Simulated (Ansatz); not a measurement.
# BrH₂NSi: vertical ionisation energy

How much energy removes an electron from BrH₂NSi at fixed geometry? The cation is run at each level and the neutral's energy taken from earlier runs.

Computed with Ansatz 0.2.0, Gaussian basis. Level: unrestricted cation, the program's frozen cores in correlated methods.

Levels to be run: UKS PBE-D4/def2-TZVPP; UKS r2SCAN-D4/def2-TZVPP; UKS PBE0-D4/def2-TZVPP; UKS B3LYP-D4/def2-TZVPP; UKS wB97X-V/def2-TZVPP; UKS wB97M-V/def2-TZVPP; UKS B2PLYP/def2-TZVPP; UHF-CCSD(T)/def2-TZVPP; UHF-MP2/def2-QZVPP; extrapolation to the limit; then −ε(HOMO) from the neutral's earlier runs with LDA (SPW92), PBE-D4, revPBE-D4, BLYP-D4, r2SCAN-D4, B97M-V, PBE0-D4, B3LYP-D4, r2SCANh-D4, r2SCAN0-D4, HSE06-D4, BHLYP-D4, CAM-B3LYP-D4, LC-ωPBE, ωB97X-V, ωB97M-V.

**1. Structure used throughout**

The geometry comes from an earlier relaxation with PBE0-D4 in a triple-zeta def2 set; it is a stationary point.

5 atoms, charge 0, spin multiplicity 1.

Atoms are counted from 1 here; the program's logs count them from 0.

Bond lengths: N1–Si2 1.700 Å, N1–H4 1.009 Å, N1–H5 1.009 Å, Si2–Br3 2.280 Å. Angles: Si2–N1–H4 126.2°, Si2–N1–H5 120.8°, H4–N1–H5 113.0°, N1–Si2–Br3 98.2°.

**2. Cation, UKS PBE-D4/def2-TZVPP**

Contents of in.yaml:

```yaml
crystal:
  periodic: [false, false, false]
  atoms:
    - {symbol: N, position_ang: [-0.473475, 0.240735, -0.418136]}
    - {symbol: Si, position_ang: [-0.221807, -1.071876, 0.632688]}
    - {symbol: Br, position_ang: [1.905488, -0.565898, 1.279005]}
    - {symbol: H, position_ang: [0.188317, 0.974134, -0.625704]}
    - {symbol: H, position_ang: [-1.348623, 0.349305, -0.909253]}
basis:
  gaussian: {orbitals: def2-TZVPP}
total_charge: 1
magnetization: {spin_polarized: true, initial_magnetization: 1}
hamiltonian: {xc: pbe, dispersion: d4}
```

Launch:

```bash
$ ansatz run in.yaml --threads 4 --pin off --events-out ev --progress --plain --max-ram 10444MiB
```

The program printed:

```text
Functional definition: PBE
  name "PBE"
  cite "Perdew, Burke & Ernzerhof, Phys. Rev. Lett. 77, 3865 (1996) doi:10.1103/PhysRevLett.77.3865"
  parent pbe
  parameter kappa = 0.804
  parameter beta = 0.06672455060314922
  exchange = pbe_x(kappa = kappa, mu = beta*pi^2/3)
  correlation = pbe_c(beta = beta)
937 factors; their error is unknown
mean field evaluation 1: about -79404.1180 eV, gradient 7.1e1 eV
mean field evaluation 2: about -79302.0286 eV, gradient 1.2e2 eV
mean field evaluation 4: about -79422.5115 eV, gradient 1.5e1 eV
mean field evaluation 8: about -79423.5743 eV, gradient 3.6e-1 eV
mean field evaluation 16: about -79423.5381 eV, gradient 4.0e-4 eV
mean field evaluation 32: about -79423.2609 eV, gradient 1.4e0 eV
mean field -79423.53808587 eV, -2918.7611894481 hartree, gradient 1.6e-5 eV, S^2 0.756034; 5 other end points of the search recorded, 0 dependent functions left out
reference -79423.53811829 eV, -2918.7611906395 hartree; 29, 28 occupied and 120, 121 virtual orbitals, 937 factors
Total energy: -79423.64175966 eV, -2918.7649993895 hartree
```

Wall time 2.9 s (4 threads of Arm Neoverse V1, shared host).

Less the neutral's -79432.7009 eV (earlier run), this gives 9.059 eV. ⟨S²⟩ = 0.756.

**3. Cation, UKS r2SCAN-D4/def2-TZVPP**

Changes to in.yaml since step 2:

```diff
@@ -12,2 +12,2 @@
 magnetization: {spin_polarized: true, initial_magnetization: 1}
-hamiltonian: {xc: pbe, dispersion: d4}
+hamiltonian: {xc: r2scan, dispersion: d4}
```

Same command.

The program printed, cut to the lines that bear on the results:

```text
Functional definition: r2SCAN
  name "r2SCAN"
  cite "Furness, Kaplan, Ning, Perdew & Sun, J. Phys. Chem. Lett. 11, 8208 (2020) doi:10.1021/acs.jpclett.0c02405"
  cite "Furness, Kaplan, Ning, Perdew & Sun, J. Phys. Chem. Lett. 11, 9248 (2020) doi:10.1021/acs.jpclett.0c03077"
  parent r2scan
[...]
937 factors; their error is unknown
[...]
mean field -79437.80465837 eV, -2919.2854763173 hartree, gradient 3.7e-5 eV, S^2 0.761939; 2 other end points of the search recorded, 0 dependent functions left out
reference -79437.80466992 eV, -2919.2854767417 hartree; 29, 28 occupied and 120, 121 virtual orbitals, 937 factors
Total energy: -79437.82618916 eV, -2919.2862675590 hartree
```

It took 6 s on 4 threads of Arm Neoverse V1, shared host.

The neutral molecule at this level: -79446.9086 eV. Difference: 9.082 eV. ⟨S²⟩ = 0.762.

**4. Cation, UKS PBE0-D4/def2-TZVPP**

Changes to in.yaml since step 3:

```diff
@@ -12,2 +12,2 @@
 magnetization: {spin_polarized: true, initial_magnetization: 1}
-hamiltonian: {xc: r2scan, dispersion: d4}
+hamiltonian: {xc: pbe0, dispersion: d4}
```

Launched as before.

The program printed:

```text
Functional definition: PBE0
  name "PBE0"
  cite "Adamo & Barone, J. Chem. Phys. 110, 6158 (1999) doi:10.1063/1.478522"
  cite "Perdew, Burke & Ernzerhof, Phys. Rev. Lett. 77, 3865 (1996) doi:10.1103/PhysRevLett.77.3865"
  parent pbe
  parameter a = 0.25
  parameter kappa = 0.804
  parameter beta = 0.06672455060314922
  exchange = (1 - a)*pbe_x(kappa = kappa, mu = beta*pi^2/3) + a*exact_x
  correlation = pbe_c(beta = beta)
977 factors; their error is unknown
mean field evaluation 1: about -79412.0455 eV, gradient 6.0e1 eV
mean field evaluation 2: about -79368.5576 eV, gradient 9.4e1 eV
mean field evaluation 4: about -79425.8809 eV, gradient 7.4e0 eV
mean field evaluation 8: about -79426.0913 eV, gradient 1.0e-1 eV
mean field evaluation 16: about -79426.5476 eV, gradient 4.6e-4 eV
mean field -79426.54758205 eV, -2918.8717863929 hartree, gradient 5.9e-5 eV, S^2 0.760499; 2 other end points of the search recorded, 0 dependent functions left out
reference -79426.54760608 eV, -2918.8717872757 hartree; 29, 28 occupied and 120, 121 virtual orbitals, 977 factors
Total energy: -79426.63445144 eV, -2918.8749787839 hartree
```

Run time: 3 s. Hardware: 4 threads of Arm Neoverse V1, shared host.

The neutral molecule at this level: -79435.8335 eV. Difference: 9.199 eV. ⟨S²⟩ = 0.760.

**5. Cation, UKS B3LYP-D4/def2-TZVPP**

Changes to in.yaml since step 4:

```diff
@@ -12,2 +12,2 @@
 magnetization: {spin_polarized: true, initial_magnetization: 1}
-hamiltonian: {xc: pbe0, dispersion: d4}
+hamiltonian: {xc: {name: B3LYP}, dispersion: d4}
```

Same command.

The program printed, cut to the lines that bear on the results:

```text
Functional definition: B3LYP
  name "B3LYP"
  cite "Stephens, Devlin, Chabalowski & Frisch, J. Phys. Chem. 98, 11623 (1994) doi:10.1021/j100096a001"
  cite "Becke, Phys. Rev. A 38, 3098 (1988) doi:10.1103/PhysRevA.38.3098"
  cite "Lee, Yang & Parr, Phys. Rev. B 37, 785 (1988) doi:10.1103/PhysRevB.37.785"
  cite "Vosko, Wilk & Nusair, Can. J. Phys. 58, 1200 (1980) doi:10.1139/p80-159"
[...]
977 factors; their error is unknown
[...]
mean field -79441.02669887 eV, -2919.4038841216 hartree, gradient 2.3e-5 eV, S^2 0.757681; 2 other end points of the search recorded, 0 dependent functions left out
reference -79441.02690821 eV, -2919.4038918148 hartree; 29, 28 occupied and 120, 121 virtual orbitals, 977 factors
Total energy: -79441.19902995 eV, -2919.4102171718 hartree
```

Wall time 3.3 s (4 threads of Arm Neoverse V1, shared host).

The neutral molecule at this level: -79450.4670 eV. Difference: 9.268 eV. ⟨S²⟩ = 0.758.

**6. Cation, UKS wB97X-V/def2-TZVPP**

Changes to in.yaml since step 5:

```diff
@@ -12,2 +12,2 @@
 magnetization: {spin_polarized: true, initial_magnetization: 1}
-hamiltonian: {xc: {name: B3LYP}, dispersion: d4}
+hamiltonian: {xc: {name: wB97X-V}}
```

The command is unchanged.

The program printed, cut to the lines that bear on the results:

```text
Functional definition: wB97X-V
  name "wB97X-V"
  cite "Mardirossian & Head-Gordon, Phys. Chem. Chem. Phys. 16, 9904 (2014) doi:10.1039/C3CP54374A"
  cite "Becke, J. Chem. Phys. 107, 8554 (1997) doi:10.1063/1.475007"
  cite "Vydrov & Van Voorhis, J. Chem. Phys. 133, 244103 (2010) doi:10.1063/1.3521275"
[...]
      + integral(e_c_pw_opposite_spin*poly(b97_u_opposite, cos0, cos1)) + vv10(b, c)
977 factors; their error is unknown
175 factors; integrals over basis functions are off by at most 5.4e-5 eV
[...]
mean field -79431.29277879 eV, -2919.0461691567 hartree, gradient 1.8e-5 eV, S^2 0.761413; 4 other end points of the search recorded, 0 dependent functions left out
reference -79431.29277755 eV, -2919.0461691111 hartree; 29, 28 occupied and 120, 121 virtual orbitals, 977 factors
Total energy: -79431.29277755 eV, -2919.0461691111 hartree
```

It took 9 s on 4 threads of Arm Neoverse V1, shared host; peak memory 0.58 GiB.

Less the neutral's -79440.6236 eV (earlier run), this gives 9.331 eV. ⟨S²⟩ = 0.761.

**7. Cation, UKS wB97M-V/def2-TZVPP**

Changes to in.yaml since step 6:

```diff
@@ -12,2 +12,2 @@
 magnetization: {spin_polarized: true, initial_magnetization: 1}
-hamiltonian: {xc: {name: wB97X-V}}
+hamiltonian: {xc: {name: wB97M-V}}
```

Same command.

The program printed, cut to the lines that bear on the results:

```text
Functional definition: wB97M-V
  name "wB97M-V"
  cite "Mardirossian & Head-Gordon, J. Chem. Phys. 144, 214110 (2016) doi:10.1063/1.4952647"
  cite "Becke, J. Chem. Phys. 107, 8554 (1997) doi:10.1063/1.475007"
  cite "Vydrov & Van Voorhis, J. Chem. Phys. 133, 244103 (2010) doi:10.1063/1.3521275"
  # Of w^i u^j: cxij and so on, Table III.
[...]
  gx(w, u) = 1 - cx + cx01*u + cx10*w
  gss(w, u) = css00 + css04*u^4 + css10*w + css20*w^2 + css43*w^4*u^3
  gos(w, u) = cos00 + cos10*w + (cos20 + cos21*u)*w^2 + (cos60 + cos61*u)*w^6
[...]
      + integral(e_c_pw_mod_opposite_spin*gos(b97_w_opposite, b97_u_opposite)) + vv10(b, c)
972 factors; their error is unknown
175 factors; integrals over basis functions are off by at most 5.4e-5 eV
[...]
mean field -79434.69074536 eV, -2919.1710421246 hartree, gradient 5.8e-5 eV, S^2 0.758524; 4 other end points of the search recorded, 0 dependent functions left out
reference -79434.69078332 eV, -2919.1710435197 hartree; 29, 28 occupied and 120, 121 virtual orbitals, 972 factors
Total energy: -79434.69078332 eV, -2919.1710435197 hartree
```

It took 12 s on 4 threads of Arm Neoverse V1, shared host; peak memory 0.62 GiB.

The neutral molecule at this level: -79444.0433 eV. Difference: 9.353 eV. ⟨S²⟩ = 0.759.

**8. Cation, UKS B2PLYP (frozen core)/def2-TZVPP**

Changes to in.yaml since step 7:

```diff
@@ -12,2 +12,2 @@
 magnetization: {spin_polarized: true, initial_magnetization: 1}
-hamiltonian: {xc: {name: wB97M-V}}
+hamiltonian: {xc: {name: B2PLYP}}
```

Same command.

The program printed, cut to the lines that bear on the results:

```text
Functional definition: B2PLYP
  name "B2PLYP"
  cite "Grimme, J. Chem. Phys. 124, 034108 (2006) doi:10.1063/1.2148954"
  cite "Becke, Phys. Rev. A 38, 3098 (1988) doi:10.1103/PhysRevA.38.3098"
  cite "Lee, Yang & Parr, Phys. Rev. B 37, 785 (1988) doi:10.1103/PhysRevB.37.785"
[...]
923 factors; integrals over basis functions are off by at most 9.8e-4 eV
[...]
mean field -79419.87077133 eV, -2918.6264181244 hartree, gradient 4.0e-6 eV, S^2 0.766266; 4 other end points of the search recorded, 0 dependent functions left out
15 core orbitals not correlated: weight in the atoms' cores, before any rotation towards them, 1.000 or more for the frozen orbitals, at most 0.000 for the correlated occupied ones
reference -79419.87090305 eV, -2918.6264229650 hartree; 14, 13 occupied and 120, 121 virtual orbitals, 923 factors
second order -18.53821537 eV of doubles, -0.00000000 eV of singles
Total energy: -79424.87622120 eV, -2918.8103650143 hartree
```

Wall time 6.5 s (4 threads of Arm Neoverse V1, shared host); peak memory 0.52 GiB.

The neutral molecule at this level: -79434.0879 eV. Difference: 9.212 eV. ⟨S²⟩ = 0.766.

**9. Cation, UHF-CCSD(T)/def2-TZVPP**

Changes to in.yaml since step 8:

```diff
@@ -12,2 +12,3 @@
 magnetization: {spin_polarized: true, initial_magnetization: 1}
-hamiltonian: {xc: {name: B2PLYP}}
+correlation: {method: ccsd_t}
+scf: {omitted_lower_state_checks: [cluster_reference]}
```

Launched as before.

The program printed, cut to the lines that bear on the results:

```text
Functional definition: HF
  name "HF"
  cite "Fock, Z. Phys. 61, 126 (1930) doi:10.1007/BF01340294"
  parent pbe
[...]
923 factors; integrals over basis functions are off by at most 9.8e-4 eV
[...]
mean field -79368.66974280 eV, -2916.7448150315 hartree, gradient 1.7e-6 eV, S^2 0.778912; 4 other end points of the search recorded, 0 dependent functions left out
15 core orbitals not correlated: weight in the atoms' cores, before any rotation towards them, 1.000 or more for the frozen orbitals, at most 0.000 for the correlated occupied ones
reference -79368.66974280 eV, -2916.7448150315 hartree; 14, 13 occupied and 120, 121 virtual orbitals, 923 factors
second order -15.21241443 eV of doubles, -0.00000000 eV of singles
cycle   1  -15.26930289 eV  change   -5.7e-2 eV  update   9.3e-2
[...]
cycle  13  -15.74956193 eV  change   -2.2e-5 eV  update   2.5e-5
perturbative correction -0.66211670 eV, -0.0243323398 hartree
Total energy: -79385.08142143 eV, -2917.3479330967 hartree
Checks for a lower state left out: cluster_reference
```

Wall time 64 s (4 threads of Arm Neoverse V1, shared host); peak memory 2.2 GiB.

Less the neutral's -79394.3726 eV (earlier run), this gives 9.291 eV. ⟨S²⟩ = 0.779. T1 = 0.019 (report).

**10. Cation, UHF-MP2/def2-QZVPP**

Changes to in.yaml since step 9:

```diff
@@ -9,6 +9,6 @@
 basis:
-  gaussian: {orbitals: def2-TZVPP}
+  gaussian: {orbitals: "def2-QZVPP.json"}
 total_charge: 1
 magnetization: {spin_polarized: true, initial_magnetization: 1}
-correlation: {method: ccsd_t}
+correlation: {method: mp2}
 scf: {omitted_lower_state_checks: [cluster_reference]}
```

Launched as before.

The program printed, cut to the lines that bear on the results:

```text
Functional definition: HF
  name "HF"
  cite "Fock, Z. Phys. 61, 126 (1930) doi:10.1007/BF01340294"
  parent pbe
[...]
1711 factors; integrals over basis functions are off by at most 8.4e-4 eV
[...]
mean field -79370.31973564 eV, -2916.8054511498 hartree, gradient 2.6e-6 eV, S^2 0.779211; 4 other end points of the search recorded, 0 dependent functions left out
15 core orbitals not correlated: weight in the atoms' cores, before any rotation towards them, 1.000 or more for the frozen orbitals, at most 0.000 for the correlated occupied ones
reference -79370.31973564 eV, -2916.8054511498 hartree; 14, 13 occupied and 247, 248 virtual orbitals, 1711 factors
second order -24.42666356 eV of doubles, -0.00000000 eV of singles
Total energy: -79394.74639920 eV, -2917.7031144787 hartree
Checks for a lower state left out: cluster_reference
```

Run time: 26 s. Hardware: 4 threads of Arm Neoverse V1, shared host; peak memory 0.95 GiB.

The neutral molecule at this level: -79404.0927 eV. Difference: 9.346 eV. ⟨S²⟩ = 0.779.

**11. From triple and quadruple zeta to the limit**

No new run: Hartree-Fock is extrapolated as exp(−7.88√X) and correlation as X^−2.97, with X = 3 and 4; only MP2 was run in the larger set, so CCSD(T) minus MP2 is added from the smaller one.

```
  level  energy at the limit (eV)
     HF               -79370.5470
    MP2               -79401.7990
   CCSD               -79402.3362
CCSD(T)               -79402.9983
```

This is no true limit for total energies: MP2 correlation changes by a factor of 1.61 from triple to quadruple zeta (about 1.07 in light molecules), because outer-core shells are correlated in sets not made for them. Much of that cancels between molecule and atoms or ions.

The neutral's limit, from its own earlier runs, is -79412.4643 eV in the additive form (MP2 limit plus CCSD(T) minus MP2 in triple zeta), in which the cation has -79402.9983 eV.

**12. Ionisation energies side by side**

Differences are taken before rounding.

```
            method  ionisation energy (eV)  from CCSD(T)/CBS (eV)     time
            PBE-D4                    9.06                  -0.41      4 s
         r2SCAN-D4                    9.08                  -0.38    8.2 s
           PBE0-D4                    9.20                  -0.27    4.3 s
          B3LYP-D4                    9.27                  -0.20    4.9 s
           ωB97X-V                    9.33                  -0.14     12 s
           ωB97M-V                    9.35                  -0.11     16 s
            B2PLYP                    9.21                  -0.25    8.7 s
     HF/def2-TZVPP                    8.45                  -1.02         
    MP2/def2-TZVPP                    9.24                  -0.22         
   CCSD/def2-TZVPP                    9.30                  -0.17         
CCSD(T)/def2-TZVPP                    9.29                  -0.17     78 s
       CCSD(T)/CBS                    9.47                      0  1.8 min
```

Among the levels timed on like hardware and quicker than the yardstick, those that no quicker one beats, quickest first: PBE-D4 (4 s, -0.41 eV); PBE0-D4 (4.3 s, -0.27 eV); B3LYP-D4 (4.9 s, -0.20 eV); ωB97X-V (12 s, -0.14 eV); ωB97M-V (16 s, -0.11 eV).

Times add the cation's run and the neutral's; HF, MP2 and CCSD come out of the CCSD(T) runs.

For comparison, −ε(HOMO) of the neutral from earlier runs:

```
  functional  −ε(HOMO) (eV)  by energy difference (eV)
 LDA (SPW92)           6.12                           
      PBE-D4           6.00                       9.06
   revPBE-D4           5.96                           
     BLYP-D4           5.87                           
   r2SCAN-D4           6.22                       9.08
      B97M-V           6.29                           
     PBE0-D4           7.08                       9.20
    B3LYP-D4           6.89                       9.27
  r2SCANh-D4           6.62                           
  r2SCAN0-D4           7.22                           
    HSE06-D4           6.69                           
    BHLYP-D4           8.04                           
CAM-B3LYP-D4           8.34                           
     LC-ωPBE           9.61                           
     ωB97X-V           9.29                       9.33
     ωB97M-V           9.14                       9.35
```

**13. Results**

| quantity | value |
| --- | --- |
| ionisation energy, CCSD(T)/CBS | 9.47 eV |
| nearest functional by difference | ωB97M-V (-0.11 eV) |
| nearest −ε(HOMO) | LC-ωPBE (+0.14 eV) |
| −ε(HOMO) of PBE | 6.00 eV |
| T1 of the cation | 0.019 |

In words: Energy differences with functionals land within 0.41 eV of the reference. The PBE orbital energy is 3.5 eV too small: a semilocal HOMO is no ionisation energy. Among orbital estimates LC-ωPBE comes nearest. Hartree-Fock falls 1.02 eV short, as the neutral has more correlation energy than the cation. Correlated methods include outer-core shells of Br, which these sets cover unevenly. With outer-core shells in play the reference is unsure by up to some tenths of an eV, so close misses can't be ranked.

ωB97M-V reaches 0.11 eV from the reference in 16 s, where CCSD(T)/CBS took 1.8 min; the quickest level in the cost chart, PBE-D4, takes 4 s and misses by 0.41 eV.
